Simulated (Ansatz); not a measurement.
## BH6NSSi, SMILES [SiH3]NBS: a ladder of methods at one geometry

Program: the Ansatz DFT code, driven from Python.

Script `methods_bh6nssi.py`:
```python
import ansatz as az

GEOMETRY = """
Si   -1.08600    0.22070   -0.73920
N    -0.46740   -1.01060    0.31690
B     0.65110   -0.40980    1.11070
S     2.40470    0.02240    0.30090
H    -2.26880   -0.29020   -1.52310
H    -1.59700    1.41890    0.05790
H    -0.07810    0.72110   -1.69510
H    -0.02640   -1.73940   -0.29840
H     0.60100   -0.33690    2.34300
H     1.95010    1.35260    0.12930
"""

molecule = az.Crystal.molecule()
for line in GEOMETRY.strip().splitlines():
    symbol, *xyz = line.split()
    molecule = molecule.atom(symbol, [float(v) for v in xyz])

calc = molecule.calculation().basis(gaussian="def2-SVP").accuracy("medium")

methods = ["mp2", "ccsd", "ccsd_t"]
reports = [calc.correlation(m).run().report for m in methods]
print(f"Hartree-Fock reference {reports[0]['reference_energy_ev'] / 27.211386246:.6f} Ha")
best = reports[-1]["free_energy_ev"] - reports[-1]["reference_energy_ev"]
for method, each in zip(methods, reports):
    gained = each["free_energy_ev"] - each["reference_energy_ev"]
    print(f"{method:8s} total {each['free_energy_ev'] / 27.211386246:.6f} Ha  correlation {gained:9.4f} eV  ({100 * gained / best:.1f} % of the last)")
```

```console
$ python methods_bh6nssi.py
Hartree-Fock reference -768.833359 Ha
mp2      total -769.322243 Ha  correlation  -13.3032 eV  (87.1 % of the last)
ccsd     total -769.378409 Ha  correlation  -14.8316 eV  (97.1 % of the last)
ccsd_t   total -769.394638 Ha  correlation  -15.2732 eV  (100.0 % of the last)
```

Caveats:
- The settings weren't tested for convergence.
- The geometry is a force-field or estimated start, not a minimum of this method, and the basis set is short of its limit. A lower total doesn't mark the better method: functionals have no common bound, and MP2 and coupled cluster aren't variational.
- Inner cores stay frozen, so this is valence correlation.
- The whole script took 12 s on 1 thread of Arm Neoverse V2 (shared host), peak memory 0.38 GiB.
